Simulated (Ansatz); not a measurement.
# Sc2GaS: the cost of one run

Method: DFT PBE, scalar-relativistic, plane waves, PAW, in Ansatz 0.2.0.

## 1. The structure to begin with

The structure is tetragonal, space group P-4m2 (No. 115). The conventional cell has a = 3.847 Å, b = 3.847 Å, c = 5.564 Å, α = 90.00°, β = 90.00°, γ = 90.00°. Sc (site symmetry 2mm) is surrounded by 2 Ga at 2.29 Å and 2 S at 2.46 Å. Ga (site symmetry -4m2) has 4 Sc at 2.29 Å as nearest neighbours. Around S (site symmetry -4m2) lie 4 Sc at 2.46 Å.

Structure file:

```
Sc Ga S
1.0
     3.84697    0.00000    0.00000
     0.00000    3.84697    0.00000
     0.00000    0.00000    5.56380
Sc Ga S
2 1 1
Cartesian
  1.9235 0.0000 1.5380
  0.0000 1.9235 4.0259
  0.0000 0.0000 2.7819
  1.9235 1.9235 0.0000
```

A structure generator made this guess: species swapped into a database cell of ZnCdS2 (P-4m2, No. 115), with Ga on the Zn sites, S on the Cd sites and Sc on the S sites. Its size is a rough estimate.

## 2. Probe: one point on a coarse mesh

input.yaml

```yaml
crystal:
  lattice:
    - [3.84696574, 0.0, 0.0]
    - [0.0, 3.84696574, 0.0]
    - [0.0, 0.0, 5.56380242]
  atoms:
    - { symbol: Sc, position: [0.5, 0.0, 0.27642095] }
    - { symbol: Sc, position: [0.0, 0.5, 0.72357905] }
    - { symbol: Ga, position: [0.0, 0.0, 0.5] }
    - { symbol: S, position: [0.5, 0.5, 0.0] }
basis:
  ecutwfc: 420
kpoints:
  mp_grid: { grid: [4, 4, 4] }
hamiltonian:
  xc: pbe
scf:
  occupations: { method: gaussian, width: 0.1 }
  lower_state_search: "off"
output:
  forces: true
  stress: true
  eigenvalues: true
```

Run with:

```bash
> ansatz run input.yaml --threads 1 --pin off --max-ram 2560MiB --backend cpu --events-out ev --progress --plain --runs-dir out
```

**Question.** How long does this run take on 1 thread of AMD EPYC 7R43 (Zen 3), shared host, and how much memory does it need?

About 3.3 s, with a peak of 0.39 GiB.
